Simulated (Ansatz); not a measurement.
**LaFeGe under changes of volume**

One of the cells (22.156 Å³/atom); the others are scaled copies at fixed shape and fractional positions:

```
La Ge Fe
1.0
     4.23181    0.00000    0.00000
    -2.11590    3.66485    0.00000
     0.00000    0.00000    4.28578
La Ge Fe
1 1 1
Direct
  0.00000 0.00000 0.00000
  0.66667 0.33333 0.50000
  0.33333 0.66667 0.50000
```

The cell comes from a database or a generator and needn't be the stable form of this composition.

| Quantity | Value |
| --- | --- |
| Program | Ansatz 0.2.0 |
| Functional | PBE |
| Potentials or basis | Ansatz PAW |
| Cutoff | 420 eV (not typed: the program's choice for these potentials) |
| k mesh | 7 × 7 × 6 |
| Occupations | fermi-dirac, width 0.05 eV |
| Spin | collinear spin, ferromagnetic start |
| Starting moments | [0.0, 0.0, 3.0] μB |

| volume (Å³/atom) | energy over the lowest point (meV/atom) | pressure (GPa) | moment (μB per cell) |
| --- | --- | --- | --- |
| 20.827 | ? | ? | ? |
| 21.270 | 5.03 | 2.6 | 1.85 |
| 21.713 | 0.53 | 1.0 | 1.98 |
| 22.156 | 0.00 | -0.3 | 2.12 |
| 22.599 | 2.78 | -1.5 | 2.25 |
| 23.042 | 8.61 | -2.7 | 2.36 |
| 23.485 | 17.43 | -3.8 | 2.43 |

Question: What does the run at 20.827 Å³/atom give?

Answer: Energy over the lowest point 14.02 meV/atom; pressure 4.3 GPa; moment 1.72 μB per cell.

Worked out: A Birch-Murnaghan fit of order 3 (a polynomial in V^(-2/3)) to the other rows has its minimum at 22.01 Å³/atom with B0 = V·E''(V) = 64 GPa and B' = 3.9 at fixed shape and positions, which overstates the stiffness. It gives 13.62 meV/atom at 20.827 Å³/atom, against the run's 14.02, and -dE/dV = 3.9 GPa, against 4.3. A parabola through the other rows of the moment, of slope 0.387 μB per Å³/atom there, extrapolates to 1.68 μB, against the run's 1.72.

Energies are extrapolated to zero smearing.
